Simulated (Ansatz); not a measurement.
# GaH4N: the cost of one run

Program: Ansatz 0.2.0. Level of theory: RKS B3LYP-D4/def2-SVP. These are calculated values, not measurements.

### 1 Starting point

Bond lengths: Ga1–N2 2.130 Å, N2–H3 1.060 Å, N2–H4 1.060 Å, Ga1–H5 1.770 Å, Ga1–H6 1.570 Å. Angles: Ga1–N2–H3 80.8°, Ga1–N2–H4 156.7°, H3–N2–H4 120.0°, N2–Ga1–H5 42.8°, N2–Ga1–H6 160.7°, H5–Ga1–H6 156.5°.

Coordinates:

```xyz
6

Ga    0.0000    0.0000    0.0000
N     1.3882    0.0000    1.6155
H     0.5112   -0.2713    2.1455
H     2.2651    0.2713    2.1455
H     1.7585    0.0000    0.2012
H    -1.3596    0.0000   -0.7850
```

### 2 A restrained relaxation towards end A

Springs on the bonds that form and break draw the guess towards this end; the thresholds are loose.

The input, input.yaml:

```yaml
crystal:
  periodic: [false, false, false]
  atoms:
    - { symbol: Ga, position_ang: [0.0, 0.0, 0.0] }
    - { symbol: "N", position_ang: [1.3882, 0.0, 1.6155] }
    - { symbol: H, position_ang: [0.5112, -0.2713, 2.1455] }
    - { symbol: H, position_ang: [2.2651, 0.2713, 2.1455] }
    - { symbol: H, position_ang: [1.7585, 0.0, 0.2012] }
    - { symbol: H, position_ang: [-1.3596, 0.0, -0.785] }
basis:
  gaussian: { orbitals: def2-SVP }
hamiltonian:
  xc: b3lyp
  dispersion: d4
relax:
  f_tol: 0.15
  max_steps: 25
  restrain:
    - { distance: [1, 4], at: 2.26, k: 30.0 }
    - { distance: [0, 1], at: 1.93, k: 30.0 }
    - { distance: [0, 4], at: 1.57, k: 30.0 }
```

The run is started by

```
$ ansatz run input.yaml --threads 1 --pin off --max-ram 2048MiB --backend cpu --events-out ev --progress --plain --runs-dir out
```

What time and memory should one allow on 1 thread of Arm Neoverse V1, shared host?

About 17 s, with a peak of 0.12 GiB.
